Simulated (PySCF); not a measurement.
# C8H18Zn (Zn(nBu)2): the cost of one run

The runs use PySCF 2.14.0, with density-fitted response routines of our own; the level of theory stands in each step. All values are computed, except where a source is named. Atoms are numbered from 0 throughout.

### 1 The starting structure

27 atoms, charge 0, multiplicity 1; geometry from: GFN2-xTB. The atoms were then displaced at random by about 0.03 Å, so the start is not that level's minimum.

Bonds of the start (Å): Zn0–C1 2.06, Zn0–C14 2.09, C1–C2 1.56, C1–H5 1.07, C1–H6 1.14, C2–C3 1.55, C2–H7 1.14, C2–H8 1.01, C3–C4 1.42, C3–H9 1.19, C3–H10 1.14, C4–H11 1.14, C4–H12 1.00, C4–H13 1.09, C14–C15 1.48, C14–H18 1.08, C14–H19 1.12, C15–C16 1.56, C15–H20 1.03, C15–H21 1.17, C16–C17 1.49, C16–H22 1.12, C16–H23 1.12, C17–H24 1.11, C17–H25 1.11, C17–H26 1.10.

### 2 Relaxing the molecule at PBE0-D3(BJ)/def2-SVP

What the job is given:

```
{"job": {"xc": "PBE0", "basis": "def2-SVP", "d3": "d3bj", "grid": 1, "maxiter": 40, "shake": 0.03, "kind": "geom"}, "charge": 0, "multiplicity": 1}
Zn    -0.094090    -0.202030     0.003860
C     -0.206160    -0.152270     2.060090
C     -1.338920     0.768200     2.605250
C     -1.277970     0.719610     4.151660
C     -0.171330     1.283500     4.836780
H     -0.372810    -1.136770     2.430940
H      0.805520     0.169510     2.463590
H     -1.042760     1.828260     2.323100
H     -2.257310     0.505270     2.279250
H     -2.277180     1.255830     4.505020
H     -1.533060    -0.336360     4.497170
H     -0.303730     1.319140     5.964870
H      0.645170     0.748580     4.636970
H     -0.039850     2.333470     4.555690
C     -0.164560    -0.206160    -2.080810
C      0.783040    -1.213470    -2.601610
C      0.748120    -1.339200    -4.160470
C      1.295290    -0.138780    -4.848680
H     -1.163300    -0.388920    -2.455290
H      0.078050     0.812390    -2.471410
H      1.765940    -1.047140    -2.349610
H      0.530180    -2.290040    -2.234660
H      1.330790    -2.224070    -4.516450
H     -0.307280    -1.510040    -4.491670
H      1.396500    -0.360600    -5.930100
H      0.691930     0.772750    -4.679100
H      2.327210    -0.016280    -4.473990
```

Run with:

```sh
$ OMP_NUM_THREADS=2 python probes_run.py task.json out
```

One launch serves the whole session: the jobs run in the order shown.

Q: Estimate the wall time and peak memory of this first job on 2 threads of Intel Xeon Platinum 8259CL at 2.50GHz, shared host.

About 5.5 min, with a peak of 1.4 GiB.
